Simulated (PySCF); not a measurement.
# A diatomic session: KF

The task here is to estimate one member of a computed series from the others.

Method: K def2-SVPD, F def2-SVPD, no relativity; program: PySCF 2.14.0.

Set-up of the first run:

A driver script around PySCF takes these settings:

```
atoms                         : K, F
charge                        : 0
basis                         : K def2-SVPD, F def2-SVPD
Hamiltonian                   : no relativity
basis functions               : 50
electrons treated             : 28
masses in u                   : 38.9637, 18.9984
levels                        : PBE0, PBE, r²SCAN, M06, B2PLYP, MN15, CAM-B3LYP, HF, MP2, SCS-MP2, CCSD, CCSD(T)
grid                          : 80 radial by 434 angular points
occupations                   : held fixed by the projection of orbital angular momentum
dissociation limit            : K + F, each in its ground configuration
starting distance in angstrom : 2.560
values of 2S to try           : 0, 2
```

Started as:

```bash
$ OMP_NUM_THREADS=1 python dia.py task.json out
```

Steps of the session up to this table: The job; First curve: PBE0; Other states along the same grid; PBE (GGA); r²SCAN (meta-GGA); M06; B2PLYP (double hybrid); MN15; CAM-B3LYP; RHF; Correlated methods on the Hartree–Fock reference.

One table of the session follows, with a row left open; its other results are not shown here.

Energy (eV) from each level's lowest point:

```
R (Å)    RHF  RHF-MP2  RHF-SCS-MP2  RHF-CCSD  RHF-CCSD(T)
1.914  0.755    0.757        0.768       n/a          n/a
2.003  0.345    0.353        0.358     0.340        0.346
2.092      ?        ?            ?         ?            ?
2.159  0.032    0.036        0.038     0.032        0.034
2.226  0.000    0.000        0.000     0.000        0.000
2.293  0.007    0.003        0.002     0.007        0.005
2.382  0.062    0.050        0.049     0.060        0.056
2.493  0.178    0.158        0.156     0.174        0.167
2.627  0.359    0.328        0.325     0.352        0.341
2.805  0.629    0.587        0.584       n/a          n/a
```

Q: Estimate the row for R (Å) = 2.092 from the others.

Worked estimate for «RHF». A straight line through the neighbours (2.003, 0.345) and (2.159, 0.032) gives 0.345 + (0.032 − 0.345) × (2.092 − 2.003) / (2.159 − 2.003) = 0.166; a parabola fitted to 4 rows on both sides gives 0.109.

As computed: RHF: 0.118; RHF-MP2: 0.125; RHF-SCS-MP2: 0.127; RHF-CCSD: 0.117; RHF-CCSD(T): 0.120. In «RHF» the line misses by +0.048 and the parabola by -0.009.
